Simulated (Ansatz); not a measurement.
Crystal: Ta3AsAu2O13.

```
Ta As Au O
1.0
     5.72385   -0.00745   -0.00403
     1.30279    6.25499    0.00561
     0.27574    1.30074    8.36754
Ta As Au O
3 1 2 13
Direct
  0.21713 0.30521 0.58431
  0.03325 0.11123 0.99855
  0.58248 0.62145 0.50482
  0.58707 0.89691 0.83049
  0.58004 0.09228 0.18613
  0.04485 0.82077 0.44682
  0.66201 0.69726 0.71088
  0.51632 0.13418 0.69625
  0.85098 0.88773 0.91932
  0.34466 0.87003 0.94651
  0.73015 0.29240 0.03095
  0.24622 0.21809 0.11075
  0.12900 0.09398 0.49104
  0.48032 0.38887 0.43499
  0.05966 0.26685 0.78594
  0.93330 0.53240 0.45645
  0.49975 0.85161 0.34971
  0.25256 0.62988 0.62473
  0.91878 0.95175 0.22636
```

The cell was built by a generator and needn't be a form met in nature.

| Property | Result |
| --- | --- |
| Program | Ansatz 0.2.0 |
| Task | relaxation of cell and atoms |
| Functional | PBEsol |
| Potentials or basis | Ansatz PAW |
| Cutoff | 420 eV (not typed: the program's choice for these potentials) |
| k mesh | 4 × 3 × 3 |
| Occupations | fermi-dirac, width 0.05 eV |
| Spin | no spin polarisation |

At the start: volume 15.77 Å³/atom.

Question: How do energy, volume and symmetry change on relaxing?

Answer: It ends after 15 steps and the volume is 15.12 Å³/atom (-4.1 %); space group P1 (No. 1, to 0.05 Å).

Step by step:
```tsv
step	energy change (eV)	largest force (eV/Å)	volume (Å³)
1	0.0000	0.4497	299.62
2	-0.1665	0.2587	286.72
3	-0.1722	0.1070	288.79
4	-0.1737	0.0430	288.79
5	-0.1748	0.0151	288.59
6	-0.1751	0.0167	288.53
7	-0.1751	0.0058	288.54
8	-0.1426	0.0057	288.54
9	-0.1487	0.0339	287.06
10	-0.1477	0.0274	287.38
11	-0.1473	0.0073	287.50
12	-0.1436	0.0073	287.50
13	-0.1444	0.0122	287.31
14	-0.1445	0.0061	287.28
15	-0.1437	0.0061	287.28
```

Final structure:
```xyz
19
Lattice="5.6512 0.0148 0.0095 1.3105 6.1747 -0.0232 0.2969 1.2416 8.2328" Properties=species:S:1:pos:R:3 pbc="T T T"
Ta    1.8038    2.6087    4.7960
Ta    0.6226    1.9452    8.2370
Ta    4.2563    4.4571    4.1313
As    4.7567    6.5839    6.8241
Au    3.4383    0.8203    1.5511
Au    1.4546    5.6082    3.6569
O     4.8752    5.1779    5.8432
O     3.3219    1.7004    5.7229
O     6.2707    6.6361    7.5568
O     3.3749    6.5766    7.7873
O     4.4881    1.8825    0.2739
O     1.6989    1.5197    0.9474
O     0.9912    1.1654    4.0450
O     3.3621    2.9174    3.5449
O     0.9190    2.6448    6.4720
O     6.1210    3.8485    3.7175
O     4.0320    5.6911    2.8441
O     2.4310    4.6630    5.1341
O     6.5019    6.1798    1.8591
```

Caveat: the plane-wave basis is chosen anew once the cell has moved, so the energies of steps on either side of that aren't comparable; the pressure holds a Pulay correction of +0.6 GPa for the finite cutoff; the PAW data sets come from PBE, with cores solved anew for the run's functional, which leaves a small shift of forces and pressure.
